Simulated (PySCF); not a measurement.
# C₄F₃−: a tour of settings

Aim: see how C₄F₃− (`[C-]#CC(F)=C(F)F`) answers to the choice of functional, basis, grid and SCF options, and what happens with inputs that are wrong on purpose.

Programs: PySCF 2.14.0, with density-fitted response routines of our own. Each step states its level of theory. These are calculated values for one molecule in the gas phase, unless marked as measured. Atoms count from 0, in the outputs and in this text.

**1. The starting structure**

7 atoms, charge -1, multiplicity 1; geometry from: GFN2-xTB.

Bonds of the start (Å): C0–C1 1.24, C1–C2 1.39, C2–F3 1.40, C2–C4 1.34, C4–F5 1.37, C4–F6 1.36.

**2. Shielding tensors: PBE0/pcSseg-1**

What the job is given:

```
{"job": {"kind": "nmr", "xc": "PBE0", "basis": "pcSseg-1"}, "charge": -1, "multiplicity": 1}
C      2.679228    -0.002822    -0.234706
C      1.460227     0.187098    -0.093800
C      0.102662     0.436751     0.070323
F     -0.306228     1.745351     0.353981
C     -0.913060    -0.437203    -0.008693
F     -2.243986    -0.162341     0.157291
F     -0.775509    -1.761928    -0.271472
```

Method: GIAO PBE0/pcSseg-1 NMR shielding, non-relativistic, gas phase.

On the command line:

```bash
$ OMP_NUM_THREADS=1 python probes_run.py task.json out
```

One launch serves the whole session: the jobs run in the order shown.

The program printed:

```text
coarse grid: 7608 points
cycle   1  E = -451.0776425176  dE =  1.037e+00  |g| = 9.183e-01  |ddm| = 2.727e+00
cycle   2  E = -450.2380271959  dE =  8.396e-01  |g| = 2.006e+00  |ddm| = 5.406e+00
cycle   3  E = -451.2556205984  dE = -1.018e+00  |g| = 2.859e-01  |ddm| = 4.373e+00
cycle   4  E = -451.2643686164  dE = -8.748e-03  |g| = 1.835e-01  |ddm| = 5.664e-01
cycle   5  E = -451.2718960862  dE = -7.527e-03  |g| = 6.597e-02  |ddm| = 3.460e-01
cycle   6  E = -451.2728742624  dE = -9.782e-04  |g| = 1.710e-02  |ddm| = 7.734e-02
cycle   7  E = -451.2729386688  dE = -6.441e-05  |g| = 5.253e-03  |ddm| = 1.595e-02
cycle   8  E = -451.2729456273  dE = -6.959e-06  |g| = 1.359e-03  |ddm| = 6.960e-03
final grid: 79648 points
cycle   9  E = -451.3374207035  dE = -3.527e-05  |g| = 6.087e-03  |ddm| = 3.183e-02
cycle  10  E = -451.3374127389  dE =  7.965e-06  |g| = 9.500e-03  |ddm| = 1.484e-02
cycle  11  E = -451.3374278686  dE = -1.513e-05  |g| = 7.290e-04  |ddm| = 6.965e-03
cycle  12  E = -451.3374278971  dE = -2.859e-08  |g| = 6.266e-04  |ddm| = 1.963e-03
cycle  13  E = -451.3374279958  dE = -9.869e-08  |g| = 1.324e-04  |ddm| = 9.524e-04
cycle  14  E = -451.3374279999  dE = -4.059e-09  |g| = 4.300e-05  |ddm| = 1.508e-04
cycle  15  E = -451.3374280003  dE = -4.185e-10  |g| = 1.228e-05  |ddm| = 8.015e-05
converged SCF energy = -451.3374280003

GIAO shielding tensors (ppm)
atom      isotropic    diamagn.    paramagn.     s11        s22        s33       span
  0 C      -65.133     282.817    -347.950   -177.054   -171.137    152.791    329.846
  1 C       92.256     256.583    -164.328     -5.830     -5.210    287.807    293.636
  2 C       63.454     246.257    -182.802     29.528     67.037     93.798     64.270
  3 F      315.119     474.641    -159.522    278.752    304.533    362.071     83.319
  4 C        3.966     249.097    -245.131    -42.604      1.086     53.415     96.019
  5 F      294.130     473.670    -179.540    258.360    276.368    347.663     89.302
  6 F      313.448     474.720    -161.272    237.100    311.733    391.511    154.411
```

It took 8.2 s on 1 thread of Arm Neoverse V2, shared host.

The references, computed at this level on geometries of the same kind, shield at (ppm): 13C TMS 186.9, 19F CFCl3 170.9. Their shielding less the atom's gives the shift. The references are single molecules in the gas phase, so shifts against H2O, NH3, PH3, H3PO4 or CFCl3 are not on the usual liquid scales and can be off by tens of ppm.

```csv
atoms,environment,σ (ppm),δ (ppm)
C0,carbanion centre,-65.1,252.1
C4,fully substituted alkene carbon,4.0,183.0
C2,fully substituted alkene carbon,63.5,123.5
C1,alkyne carbon,92.3,94.7
F5,vinylic fluorine,294.1,-123.2
F6,vinylic fluorine,313.4,-142.5
F3,vinylic fluorine,315.1,-144.2
```

The run also stored atomic charges by several schemes (e):

```csv
atoms,Mulliken,IAO,Hirshfeld,ESP fit
C0,-0.21,-0.44,-0.45,-0.86
C1,-0.48,-0.31,-0.26,0.32
C2,0.14,0.20,0.02,-0.24
F3,-0.33,-0.32,-0.15,-0.16
C4,0.45,0.42,0.08,0.33
F5,-0.30,-0.28,-0.13,-0.19
F6,-0.28,-0.27,-0.11,-0.20
```

Mayer bond orders: C0–C1 3.14, C1–C2 1.01, C2–F3 0.91, C2–C4 1.67, C4–F5 0.94, C4–F6 0.98.

Orbitals, density, ELF and potential are computed afterwards from the orbital file.

Frontier orbitals at PBE0/pcSseg-1, with the share of their density that lies nearest to each atom:

```csv
orbital,energy (eV),lies on
HOMO,-1.36,"C0, C1 about 31 % each; C4 22 %; C2 6 %"
LUMO,4.45,"C0, C2, C4 about 27 % each"
```

ELF in a plane through or near 7 of the atoms.

Values, 10 rows by 14 columns:
```
0.00 0.00 0.00 0.00 0.00 0.00 0.00 0.00 0.00 0.00 0.00 0.00 0.00 0.00
0.00 0.00 0.00 0.00 0.00 0.00 0.01 0.01 0.00 0.00 0.00 0.00 0.00 0.00
0.00 0.00 0.00 0.00 0.00 0.15 0.67 0.73 0.35 0.00 0.00 0.00 0.00 0.00
0.00 0.00 0.01 0.11 0.25 0.06 0.78 0.43 0.43 0.03 0.25 0.01 0.00 0.00
0.00 0.09 0.46 0.46 0.74 0.61 0.43 0.25 0.14 0.75 0.86 0.21 0.00 0.00
0.01 0.81 0.97 0.21 0.75 0.42 0.75 0.67 0.83 0.66 0.85 0.33 0.00 0.00
0.00 0.78 0.98 0.93 0.61 0.74 0.13 0.19 0.76 0.50 0.02 0.01 0.00 0.00
0.00 0.06 0.75 0.66 0.32 0.25 0.01 0.58 0.82 0.76 0.22 0.00 0.00 0.00
0.00 0.00 0.00 0.00 0.00 0.00 0.00 0.02 0.06 0.03 0.00 0.00 0.00 0.00
0.00 0.00 0.00 0.00 0.00 0.00 0.00 0.00 0.00 0.00 0.00 0.00 0.00 0.00
```
The map spans 10.5 Å across and 8.8 Å up, centred on the molecule. Atoms in the plane (x, y in Å): C0 (-2.6, -0.5), C1 (-1.5, -0.1), C2 (-0.2, 0.4), F3 (0.0, 1.8), C4 (1.0, -0.3), F5 (2.2, 0.3), F6 (1.1, -1.6).

log10 of the density (e/Å³) in the same plane.

Values, 10 rows by 14 columns:
```
-4.0 -4.0 -4.0 -4.0 -4.0 -4.0 -4.0 -4.0 -4.0 -4.0 -4.0 -4.0 -4.0 -4.0
-4.0 -4.0 -4.0 -4.0 -4.0 -3.8 -2.6 -2.4 -3.3 -4.0 -4.0 -4.0 -4.0 -4.0
-4.0 -4.0 -4.0 -3.5 -3.1 -1.6 -0.4  0.0 -1.2 -2.7 -3.9 -4.0 -4.0 -4.0
-4.0 -3.7 -2.7 -2.1 -1.7 -1.2  0.3  1.2 -0.7 -1.5 -1.4 -2.5 -4.0 -4.0
-3.6 -2.4 -1.5 -1.0 -0.6 -0.3  0.1  0.2 -0.6  0.1  0.5 -1.2 -2.9 -4.0
-2.9 -1.7 -0.5  0.4  0.4  0.9  0.0  0.0  1.4  0.2  0.3 -1.2 -2.9 -4.0
-3.0 -1.8 -0.7 -0.1 -0.3 -0.6 -1.1 -0.6  0.6 -0.1 -1.3 -2.5 -4.0 -4.0
-3.5 -2.6 -1.7 -1.4 -1.5 -1.8 -1.9 -0.7  0.6 -0.2 -1.6 -4.0 -4.0 -4.0
-4.0 -4.0 -3.4 -3.1 -3.2 -3.5 -3.6 -2.4 -1.8 -2.1 -3.3 -4.0 -4.0 -4.0
-4.0 -4.0 -4.0 -4.0 -4.0 -4.0 -4.0 -4.0 -4.0 -4.0 -4.0 -4.0 -4.0 -4.0
```
The map spans 10.5 Å across and 8.8 Å up, centred on the molecule. Atoms in the plane (x, y in Å): C0 (-2.6, -0.5), C1 (-1.5, -0.1), C2 (-0.2, 0.4), F3 (0.0, 1.8), C4 (1.0, -0.3), F5 (2.2, 0.3), F6 (1.1, -1.6).

On the surface of density 0.002 e/bohr³ the electrostatic potential runs, from the 1st to the 99th percentile, from -6.29 V near C0 to -3.29 V near C4.

**3. Excited states and response: PBE0/def2-SVPD**

The job, as its differences from that of step 2:

```diff
@@ -1,2 +1,2 @@
-{"job": {"kind": "nmr", "xc": "PBE0", "basis": "pcSseg-1"}, "charge": -1, "multiplicity": 1}
+{"job": {"kind": "uv", "xc": "PBE0", "basis": "def2-SVPD", "nstates": 6, "ntriplets": 2}, "charge": -1, "multiplicity": 1}
 C      2.679228    -0.002822    -0.234706
```

Level: TDDFT PBE0/def2-SVPD, vertical, gas phase, core orbitals frozen in the response.

The program printed:

```text
coarse grid: 7608 points
cycle   1  E = -450.8128241456  dE =  9.875e-01  |g| = 8.617e-01  |ddm| = 5.087e+00
cycle   2  E = -449.9329340029  dE =  8.799e-01  |g| = 1.964e+00  |ddm| = 9.993e+00
cycle   3  E = -450.9817002083  dE = -1.049e+00  |g| = 2.818e-01  |ddm| = 8.785e+00
cycle   4  E = -450.9906511456  dE = -8.951e-03  |g| = 1.867e-01  |ddm| = 8.770e-01
cycle   5  E = -450.9987841717  dE = -8.133e-03  |g| = 6.332e-02  |ddm| = 4.603e-01
cycle   6  E = -450.9997018708  dE = -9.177e-04  |g| = 1.685e-02  |ddm| = 1.035e-01
cycle   7  E = -450.9997662647  dE = -6.439e-05  |g| = 5.365e-03  |ddm| = 3.438e-02
cycle   8  E = -450.9997739753  dE = -7.711e-06  |g| = 1.218e-03  |ddm| = 1.058e-02
final grid: 79648 points
cycle   9  E = -451.0656188420  dE = -2.366e-05  |g| = 6.625e-03  |ddm| = 6.560e-02
cycle  10  E = -451.0656081959  dE =  1.065e-05  |g| = 1.041e-02  |ddm| = 2.259e-02
cycle  11  E = -451.0656270746  dE = -1.888e-05  |g| = 8.053e-04  |ddm| = 1.071e-02
cycle  12  E = -451.0656271493  dE = -7.469e-08  |g| = 5.884e-04  |ddm| = 2.684e-03
cycle  13  E = -451.0656272405  dE = -9.120e-08  |g| = 1.166e-04  |ddm| = 1.171e-03
cycle  14  E = -451.0656272436  dE = -3.167e-09  |g| = 4.384e-05  |ddm| = 2.572e-04
cycle  15  E = -451.0656272441  dE = -4.159e-10  |g| = 1.306e-05  |ddm| = 1.660e-04
converged SCF energy = -451.0656272441

Static polarisability (au): isotropic 63.732, principal 39.896 53.903 97.397

Singlet excitations
state   eV       nm        f      main configurations
  1   4.3699    283.7   0.00002   H->L 0.73, H->L+2 0.23
  2   4.8490    255.7   0.00032   H-2->L+1 0.76, H->L+2 0.11, H->L 0.10
  3   4.9043    252.8   0.00001   H->L+2 0.60, H-2->L+1 0.20, H->L 0.16
  4   4.9684    249.5   0.08733   H->L+1 0.60, H-2->L 0.17, H-2->L+2 0.16
  5   5.0099    247.5   0.01479   H-1->L+1 0.98
  6   5.2326    236.9   0.00727   H-1->L 0.87, H-1->L+2 0.12

Triplet excitations (Tamm-Dancoff, eV): 3.1347 4.0481
```

Wall time 12 s (1 thread of Arm Neoverse V2, shared host); peak memory 0.63 GiB.

The orbitals next to the gap, with their largest atomic shares:

```csv
orbital,eV,atoms
HOMO−3,-4.43,"C2 29 %, C1 20 %, F3 17 %"
HOMO−2,-2.47,"C1 48 %, C0 36 %, C2 8 %"
HOMO−1,-2.09,"C0 82 %, C1 17 %"
HOMO,-1.64,"C1 31 %, C0 28 %, C4 18 %"
LUMO,4.01,"C4 38 %, F5 20 %, C2 14 %"
LUMO+1,4.15,"C4 25 %, C2 22 %, C0 22 %"
LUMO+2,4.61,"F6 21 %, F3 18 %, C4 16 %"
```

With each of the 6 states as a Gaussian band of 0.4 eV half-width at 1/e, the curve within the window shown has maxima at 249 nm (ε 4,300) L/(mol cm). Beyond the last state computed it falls off for lack of states. The curve at chosen wavelengths:

```tsv
nm	ε (L/mol/cm)
224	761
228	1326
232	2055
236	2858
241	3750
245	4205
249	4337
253	4144
257	3692
261	3086
266	2273
270	1678
274	1182
278	798
282	518
286	325
291	173
295	102
299	58
303	33
307	18
311	10
316	4
320	2
324	1
328	1
```

Leading natural transition orbitals of singlet state 4: the hole lies on C0, C1 about 40 % each; C4 12 %; the particle on C0, C4 about 29 % each; C2 23 %; C1 7 %.

Leading natural transition orbitals of singlet state 1: the hole lies on C0, C1 about 30 % each; C4 23 %; C2 7 %; the particle on F3, F5 about 21 % each; C0, C2 about 18 % each; C4 13 %.

Ground-state properties from the same run:

```csv
property,computed
polarisability (Å³),9.44
HOMO–LUMO gap (eV),5.65
−ε(HOMO) (eV),1.64
```

**4. Nuclear shieldings: BLYP/def2-SVP**

The job, as its differences from that of step 3:

```diff
@@ -1,2 +1,2 @@
-{"job": {"kind": "uv", "xc": "PBE0", "basis": "def2-SVPD", "nstates": 6, "ntriplets": 2}, "charge": -1, "multiplicity": 1}
+{"job": {"kind": "nmr", "xc": "BLYP", "basis": "def2-SVP", "pop": true}, "charge": -1, "multiplicity": 1}
 C      2.679228    -0.002822    -0.234706
```

With the program's defaults for keys left out, this is: GIAO BLYP/def2-SVP NMR shielding, non-relativistic, gas phase.

The program printed:

```text
coarse grid: 7608 points
cycle   1  E = -451.0905106081  dE =  9.792e-01  |g| = 1.016e+00  |ddm| = 3.450e+00
cycle   2  E = -445.1914078229  dE =  5.899e+00  |g| = 3.838e+00  |ddm| = 1.286e+01
cycle   3  E = -451.1244225404  dE = -5.933e+00  |g| = 1.045e+00  |ddm| = 1.232e+01
cycle   4  E = -451.2722058273  dE = -1.478e-01  |g| = 4.403e-01  |ddm| = 1.818e+00
cycle   5  E = -451.3246584240  dE = -5.245e-02  |g| = 1.843e-01  |ddm| = 7.876e-01
cycle   6  E = -451.3307692965  dE = -6.111e-03  |g| = 9.370e-02  |ddm| = 2.952e-01
cycle   7  E = -451.3328779440  dE = -2.109e-03  |g| = 3.465e-02  |ddm| = 1.074e-01
cycle   8  E = -451.3332151885  dE = -3.372e-04  |g| = 1.059e-02  |ddm| = 4.727e-02
cycle   9  E = -451.3332465425  dE = -3.135e-05  |g| = 2.602e-03  |ddm| = 2.139e-02
cycle  10  E = -451.3332470632  dE = -5.207e-07  |g| = 1.843e-03  |ddm| = 3.877e-03
final grid: 79648 points
cycle  11  E = -451.4243836116  dE = -1.298e-05  |g| = 1.259e-02  |ddm| = 3.540e-02
cycle  12  E = -451.4242508021  dE =  1.328e-04  |g| = 2.730e-02  |ddm| = 4.715e-02
cycle  13  E = -451.4244017604  dE = -1.510e-04  |g| = 6.346e-03  |ddm| = 3.838e-02
cycle  14  E = -451.4244139119  dE = -1.215e-05  |g| = 6.381e-04  |ddm| = 8.213e-03
cycle  15  E = -451.4244139437  dE = -3.185e-08  |g| = 4.875e-04  |ddm| = 1.301e-03
cycle  16  E = -451.4244140027  dE = -5.895e-08  |g| = 7.923e-05  |ddm| = 5.030e-04
cycle  17  E = -451.4244140041  dE = -1.405e-09  |g| = 2.806e-05  |ddm| = 1.175e-04
cycle  18  E = -451.4244140042  dE = -1.534e-10  |g| = 7.090e-06  |ddm| = 3.304e-05
converged SCF energy = -451.4244140042

GIAO shielding tensors (ppm)
atom      isotropic    diamagn.    paramagn.     s11        s22        s33       span
  0 C      -32.909     260.184    -293.094   -131.737   -124.508    157.518    289.256
  1 C      100.054     251.943    -151.889     13.100     17.754    269.308    256.208
  2 C       76.424     255.307    -178.883     51.551     76.044    101.676     50.125
  3 F      310.920     470.613    -159.693    270.284    317.051    345.424     75.140
  4 C       17.769     254.869    -237.100    -20.197     13.538     59.964     80.161
  5 F      297.594     470.650    -173.057    269.510    279.939    343.332     73.822
  6 F      313.110     474.653    -161.543    244.982    305.692    388.656    143.674
```

It took 7.6 s on 1 thread of Arm Neoverse V2, shared host.

In short: δ C0 221.4, C4 170.7, C2 112.1, C1 88.4 ppm.

**5. NMR shieldings: PW91/pcSseg-1**

The job, as its differences from that of step 4:

```diff
@@ -1,2 +1,2 @@
-{"job": {"kind": "nmr", "xc": "BLYP", "basis": "def2-SVP", "pop": true}, "charge": -1, "multiplicity": 1}
+{"job": {"kind": "nmr", "xc": "PW91", "basis": "pcSseg-1", "pop": true, "scf": {"level_shift": 0.9, "max_cycle": 53}, "gauge": [0, 0, 50]}, "charge": -1, "multiplicity": 1}
 C      2.679228    -0.002822    -0.234706
```

Level: common gauge origin PW91/pcSseg-1 NMR shielding, non-relativistic, gas phase.

The program printed, shortened:

```text
final grid: 79648 points
cycle   1  E = -451.2928801267  dE =  1.167e+00  |g| = 1.295e+00  |ddm| = 2.577e+00
cycle   2  E = -451.6057146990  dE = -3.128e-01  |g| = 7.247e-01  |ddm| = 1.356e+00
cycle   3  E = -451.6607459023  dE = -5.503e-02  |g| = 3.420e-01  |ddm| = 8.119e-01
cycle   4  E = -451.6799352568  dE = -1.919e-02  |g| = 1.680e-01  |ddm| = 3.840e-01
cycle   5  E = -451.6849784739  dE = -5.043e-03  |g| = 7.414e-02  |ddm| = 1.778e-01
cycle   6  E = -451.6862955431  dE = -1.317e-03  |g| = 3.556e-02  |ddm| = 1.025e-01
cycle   7  E = -451.6866750290  dE = -3.795e-04  |g| = 2.006e-02  |ddm| = 6.467e-02
cycle   8  E = -451.6868225102  dE = -1.475e-04  |g| = 1.331e-02  |ddm| = 4.153e-02
cycle   9  E = -451.6868949626  dE = -7.245e-05  |g| = 8.932e-03  |ddm| = 2.742e-02
cycle  10  E = -451.6869331950  dE = -3.823e-05  |g| = 5.991e-03  |ddm| = 1.869e-02
[... 24 cycles left out ...]
cycle  35  E = -451.6869881069  dE = -3.056e-09  |g| = 9.938e-05  |ddm| = 5.446e-05
cycle  36  E = -451.6869881091  dE = -2.198e-09  |g| = 8.724e-05  |ddm| = 4.745e-05
cycle  37  E = -451.6869881107  dE = -1.634e-09  |g| = 7.617e-05  |ddm| = 3.841e-05
cycle  38  E = -451.6869881119  dE = -1.247e-09  |g| = 6.529e-05  |ddm| = 3.106e-05
cycle  39  E = -451.6869881129  dE = -9.164e-10  |g| = 5.633e-05  |ddm| = 2.587e-05
cycle  40  E = -451.6869881135  dE = -6.669e-10  |g| = 4.882e-05  |ddm| = 2.181e-05
cycle  41  E = -451.6869881140  dE = -4.848e-10  |g| = 4.201e-05  |ddm| = 1.885e-05
cycle  42  E = -451.6869881144  dE = -3.512e-10  |g| = 3.633e-05  |ddm| = 1.668e-05
cycle  43  E = -451.6869881146  dE = -2.549e-10  |g| = 3.184e-05  |ddm| = 1.458e-05
cycle  44  E = -451.6869881148  dE = -1.897e-10  |g| = 2.762e-05  |ddm| = 1.179e-05
level shift removed, Fock matrix diagonalised once more
converged SCF energy = -451.6869881148

GIAO shielding tensors (ppm)
atom      isotropic    diamagn.    paramagn.     s11        s22        s33       span
  0 C     -222.975     -85.270    -137.705   -978.929   -416.430    726.434   1705.363
  1 C       70.659     314.172    -243.513   -182.674    -12.034    406.685    589.358
  2 C      123.224     452.159    -328.936     45.375     94.843    229.453    184.078
  3 F      424.836    1116.020    -691.184   -200.068    397.583   1076.991   1277.058
  4 C       53.178     479.327    -426.149    -98.991     -8.322    266.848    365.840
  5 F      303.825     832.998    -529.172   -353.120    354.887    909.709   1262.829
  6 F      146.366     -75.716     222.082   -497.819     93.422    843.497   1341.315
```

It took 19 s on 1 thread of Arm Neoverse V2, shared host.

It converged, yet the result is unsound: a common gauge origin replaces GIAOs, so the shieldings depend on where the origin lies. Its shieldings differ from those of step 2 (PBE0/pcSseg-1) by up to 167 ppm (F6).

**6. J couplings: wB97X/LANL2DZ**

What the job is given:

```
{"job": {"kind": "j", "xc": "wB97X", "basis": "LANL2DZ", "scf": {"diis": false, "max_cycle": 82}}, "charge": -1, "multiplicity": 1}
C      2.679228    -0.002822    -0.234706
C      1.460227     0.187098    -0.093800
C      0.102662     0.436751     0.070323
F     -0.306228     1.745351     0.353981
C     -0.913060    -0.437203    -0.008693
F     -2.243986    -0.162341     0.157291
F     -0.775509    -1.761928    -0.271472
```

With the program's defaults for keys left out, this is: wB97X/LANL2DZ indirect spin-spin coupling, non-relativistic, gas phase.

The program printed:

```text
final grid: 79648 points
cycle   1  E = -451.4613675545  dE =  1.287e+00  |g| = 9.563e-01  |ddm| = 3.288e+00
cycle   2  E = -451.3889525240  dE =  7.242e-02  |g| = 1.192e+00  |ddm| = 2.493e+00
cycle   3  E = -451.2611524660  dE =  1.278e-01  |g| = 1.380e+00  |ddm| = 2.378e+00
cycle   4  E = -450.9917744468  dE =  2.694e-01  |g| = 1.734e+00  |ddm| = 3.657e+00
cycle   5  E = -450.4358637882  dE =  5.559e-01  |g| = 2.234e+00  |ddm| = 4.124e+00
cycle   6  E = -447.6439189132  dE =  2.792e+00  |g| = 3.189e+00  |ddm| = 4.889e+00
cycle   7  E = -435.7830834663  dE =  1.186e+01  |g| = 4.994e+00  |ddm| = 2.763e+01
cycle   8  E = -427.5751909641  dE =  8.208e+00  |g| = 5.328e+00  |ddm| = 2.967e+01
cycle   9  E = -367.3415106491  dE =  6.023e+01  |g| = 7.256e+00  |ddm| = 6.190e+01
cycle  10  E = -359.8755589272  dE =  7.466e+00  |g| = 7.537e+00  |ddm| = 6.433e+01
[... 62 cycles left out ...]
cycle  73  E = -339.8795747641  dE =  6.876e+00  |g| = 5.830e+00  |ddm| = 3.884e+01
cycle  74  E = -346.7551926407  dE = -6.876e+00  |g| = 6.185e+00  |ddm| = 3.884e+01
cycle  75  E = -339.8795747641  dE =  6.876e+00  |g| = 5.830e+00  |ddm| = 3.884e+01
cycle  76  E = -346.7551926407  dE = -6.876e+00  |g| = 6.185e+00  |ddm| = 3.884e+01
cycle  77  E = -339.8795747641  dE =  6.876e+00  |g| = 5.830e+00  |ddm| = 3.884e+01
cycle  78  E = -346.7551926407  dE = -6.876e+00  |g| = 6.185e+00  |ddm| = 3.884e+01
cycle  79  E = -339.8795747641  dE =  6.876e+00  |g| = 5.830e+00  |ddm| = 3.884e+01
cycle  80  E = -346.7551926407  dE = -6.876e+00  |g| = 6.185e+00  |ddm| = 3.884e+01
cycle  81  E = -339.8795747641  dE =  6.876e+00  |g| = 5.830e+00  |ddm| = 3.884e+01
cycle  82  E = -346.7551926407  dE = -6.876e+00  |g| = 6.185e+00  |ddm| = 3.884e+01
SCF not converged, last energy = -346.7551926407
```

Wall time 10 s (1 thread of Arm Neoverse V2, shared host).

Why it failed: The SCF swings between two densities 6.88 Eh apart: plain iteration without DIIS overshoots. The remedy is to turn DIIS on. Numbers printed on the way are no properties of the molecule.

**7. Comparing the runs: NMR shifts**

Shifts (ppm) of some atoms, chosen among heavy atoms and hydrogens apart, with basis size and wall time:

```csv
run,C0,C4,C2,F6,F3,functions,time
PBE0/pcSseg-1,252.1,183.0,123.5,-142.5,-144.2,119,8.2 s
BLYP/def2-SVP,221.4,170.7,112.1,-130.9,-128.8,98,7.6 s
```

**8. Outcome**

```
                                quantity                                            value
  13C shifts against TMS (PBE0/pcSseg-1)                    252.1, 183.0, 123.5, 94.7 ppm
19F shifts against CFCl3 (PBE0/pcSseg-1)                       -123.2, -142.5, -144.2 ppm
         lowest singlet (PBE0/def2-SVPD)                      4.37 eV (284 nm), f = 0.000
brightest single state of those computed                      state 4, 4.97 eV, f = 0.087
                          lowest triplet                                          3.13 eV
                range of the shift of C0                               221.4 to 252.1 ppm
           property runs in this session  5, of which 1 failed and 1 gave unsound results
```

In words: Single values in the summary come from the first run of each kind that ended normally (PBE0/pcSseg-1; PBE0/def2-SVPD), which need not be the best level. At PBE0/pcSseg-1: The widest tensor belongs to C0: span 330 ppm, with a paramagnetic part of -348 ppm. The first singlet state (HOMO→LUMO 0.73, HOMO→LUMO+2 0.23) lies at 4.37 eV and is dark; of the 6 states computed, the strongest absorption comes from state 4 at 4.97 eV. The lowest triplet lies 1.24 eV below the lowest singlet (triplets in Tamm-Dancoff, singlets in full TDDFT). The lowest singlet lies above −ε(HOMO); no detachment energy was computed, so the anion's states may not be bound. In ppm, C0 moves most: its shift spreads over 30.7 ppm, from 221.4 (BLYP/def2-SVP) to 252.1 (PBE0/pcSseg-1).
